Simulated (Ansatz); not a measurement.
**CH₄B₂O: a ladder of functionals and wavefunction methods**

The task here is to estimate one member of a computed series from the others.

Computed with Ansatz 0.2.0, Gaussian basis. Level: functionals in def2-TZVPP, the program's frozen cores in correlated methods.

The runs, in order: LDA (SPW92), PBE-D4, revPBE-D4, BLYP-D4, r2SCAN-D4, B97M-V, PBE0-D4, B3LYP-D4, r2SCANh-D4, r2SCAN0-D4, HSE06-D4, BHLYP-D4, CAM-B3LYP-D4, LC-ωPBE, ωB97X-V, ωB97M-V, B2PLYP, PBE-QIDH; CCSD(T)/def2-SVP; CCSD(T)/def2-TZVPP; MP2/def2-QZVPP; extrapolation to the limit; RPA on PBE.

1 further run of the same task is left out (it didn't finish).

### The geometry

The geometry comes from an earlier relaxation with PBE0-D4 in a triple-zeta def2 set; it is a stationary point, not always the lowest conformer.

SMILES `BB1CO1`, 8 atoms, charge 0, spin multiplicity 1.

Atoms are counted from 1 here; the program's logs count them from 0.

Bond lengths: B1–B2 1.641 Å, B1–H5 1.196 Å, B1–H6 1.196 Å, B2–C3 1.530 Å, B2–O4 1.342 Å, C3–O4 1.467 Å, C3–H7 1.086 Å, C3–H8 1.086 Å. Angles: B2–B1–H5 121.2°, B2–B1–H6 121.3°, H5–B1–H6 117.4°, B1–B2–C3 153.3°, B1–B2–O4 145.6°, C3–B2–O4 61.0°, B2–C3–O4 53.2°, B2–C3–H7 121.5°, B2–C3–H8 121.5°, O4–C3–H7 113.5°, O4–C3–H8 113.5°, H7–C3–H8 115.5°, B2–O4–C3 65.8°.

Coordinates:

```xyz
8

B    -0.9540    1.2863   -0.3791
B    -0.1181   -0.1157   -0.2077
C     0.9247   -1.0123    0.4616
O     0.0633   -1.3610   -0.6735
H    -0.5380    2.1775   -1.0598
H    -1.9616    1.4867    0.2333
H     0.6977   -1.5699    1.3659
H     1.9780   -0.9486    0.2034
```

Set-up of the first run:

in.yaml

```yaml
crystal:
  periodic: [false, false, false]
  atoms:
    - {symbol: B, position_ang: [-0.953969, 1.286278, -0.379095]}
    - {symbol: B, position_ang: [-0.118089, -0.115706, -0.207733]}
    - {symbol: C, position_ang: [0.924740, -1.012299, 0.461620]}
    - {symbol: O, position_ang: [0.063298, -1.361033, -0.673496]}
    - {symbol: H, position_ang: [-0.537988, 2.177455, -1.059764]}
    - {symbol: H, position_ang: [-1.961615, 1.486722, 0.233292]}
    - {symbol: H, position_ang: [0.697706, -1.569889, 1.365875]}
    - {symbol: H, position_ang: [1.978018, -0.948628, 0.203400]}
basis:
  gaussian: {orbitals: def2-TZVPP}
hamiltonian: {xc: lda}
output: {orbitals: {seedname: orbitals}}
```

Command:

```console
ansatz run in.yaml --threads 2 --pin off --events-out ev --progress --plain --max-ram 4352MiB
```

Among the steps run: LDA; PBE-D4 (GGA); revPBE-D4 (GGA); BLYP-D4 (GGA); r2SCAN-D4 (meta-GGA); B97M-V (meta-GGA); B3LYP-D4 (hybrid); r2SCANh-D4 (hybrid); r2SCAN0-D4 (hybrid); HSE06-D4 (hybrid); BHLYP-D4 (hybrid); CAM-B3LYP-D4 (range-separated); LC-ωPBE (range-separated); ωB97X-V (range-separated); ωB97M-V (range-separated); B2PLYP (double hybrid); PBE-QIDH (double hybrid).

One table of the session follows, with a row left open; its other results are not shown here.

| functional | HOMO (eV) | LUMO (eV) | gap (eV) |
| --- | --- | --- | --- |
| LDA (SPW92) | -6.91 | -3.46 | 3.45 |
| PBE-D4 | -6.74 | -3.17 | 3.57 |
| revPBE-D4 | -6.67 | -3.06 | 3.61 |
| BLYP-D4 | -6.61 | -3.02 | 3.59 |
| r2SCAN-D4 | -6.92 | -2.83 | 4.09 |
| B97M-V | -6.98 | -2.93 | 4.06 |
| PBE0-D4 | -7.95 | -2.23 | 5.73 |
| B3LYP-D4 | -7.75 | -2.44 | 5.30 |
| r2SCANh-D4 | -7.38 | -2.50 | 4.88 |
| r2SCAN0-D4 | -8.08 | -2.02 | 6.06 |
| HSE06-D4 | -7.55 | -2.61 | 4.94 |
| BHLYP-D4 | ? | ? | ? |
| CAM-B3LYP-D4 | -9.34 | -1.15 | 8.19 |
| LC-ωPBE | -10.70 | 0.07 | 10.77 |
| ωB97X-V | -10.31 | -0.03 | 10.28 |
| ωB97M-V | -10.20 | -0.30 | 9.90 |

**Question.** Estimate the row for BHLYP-D4.

Worked estimate for «HOMO (eV)». Against the share of exact exchange, BLYP-D4 (0, -6.61), B3LYP-D4 (0.2, -7.75) give a slope of -5.70 per unit share; at 0.5 the line stands at -9.46.

The run gave: HOMO (eV): -9.11; LUMO (eV): -1.22; gap (eV): 7.89. In «HOMO (eV)» the line misses by -0.35.
